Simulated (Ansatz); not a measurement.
# Br: the cost of one run

Computed with Ansatz 0.2.0 (DFT, PBE, plane-wave PAW, default files, scalar-relativistic, as far as a step names no other, unless a step's input says otherwise).

### Step 1. The structure to begin with

The structure is orthorhombic, space group Cmce (No. 64). The conventional cell has a = 6.670 Å, b = 4.480 Å, c = 8.720 Å, α = 90.00°, β = 90.00°, γ = 90.00°. Around Br (site symmetry m) lie 1 Br at 2.37 Å.

Structure file:

```
CELL_PARAMETERS angstrom
3.33500 -2.24000 0.00000
3.33500 2.24000 0.00000
0.00000 0.00000 8.72000
ATOMIC_POSITIONS crystal
Br 0.13381 0.86619 0.11720
Br 0.63381 0.36619 0.38280
Br 0.86619 0.13381 0.88280
Br 0.36619 0.63381 0.61720
```

The earlier run gave: gap on the mesh 1.51 eV, largest force 0.023 eV/Å, pressure 0.5 GPa.

Site by site (atoms counted from 1):

```tsv
site	atoms	first shell	V_zz (10²¹ V/m²)	η	C_Q (MHz)
Br	1, 2, 3, 4	1 Br at 2.37 Å	96.3	0.21	600 (⁸¹Br)
```

C_Q = eQV_zz/h, which is 24.18 MHz for Q = 1 b and V_zz = 10²¹ V/m²; η = (V_xx − V_yy)/V_zz. Q values from Pyykkö, Mol. Phys. 116, 1328 (2018).

### Step 2. A check on settings: scf.lower_state_search = standard, scf.occupations.width removed, scf.occupations.method = tetrahedron_uncorrected, kpoints.mp_grid.grid = [10, 10, 5]

input.yaml

```yaml
crystal:
  lattice:
    - [3.335, -2.24, 0.0]
    - [3.335, 2.24, 0.0]
    - [0.0, 0.0, 8.72]
  atoms:
    - { symbol: Br, position: [0.1338142958, 0.8661857042, 0.1172022531] }
    - { symbol: Br, position: [0.6338142958, 0.3661857042, 0.3827977469] }
    - { symbol: Br, position: [0.8661857042, 0.1338142958, 0.8827977469] }
    - { symbol: Br, position: [0.3661857042, 0.6338142958, 0.6172022531] }
kpoints:
  mp_grid: { grid: [10, 10, 5] }
scf:
  occupations: { method: tetrahedron_uncorrected }
  lower_state_search: standard
hamiltonian:
  xc: pbe
  pseudopotentials: { kind: paw }
output:
  forces: true
  stress: true
  populations: true
  efg: { quadrupole_moments_barn: { Br: 0.2579 }, contact_densities: true }
```

The run is started by

```
> ansatz run input.yaml --threads 1 --pin off --max-ram 2560MiB --backend cpu --events-out ev --progress --plain --runs-dir out
```

Q: Estimate wall time and peak memory on 1 thread of Arm Neoverse V1, shared host.

About 11 s, with a peak of 0.43 GiB.
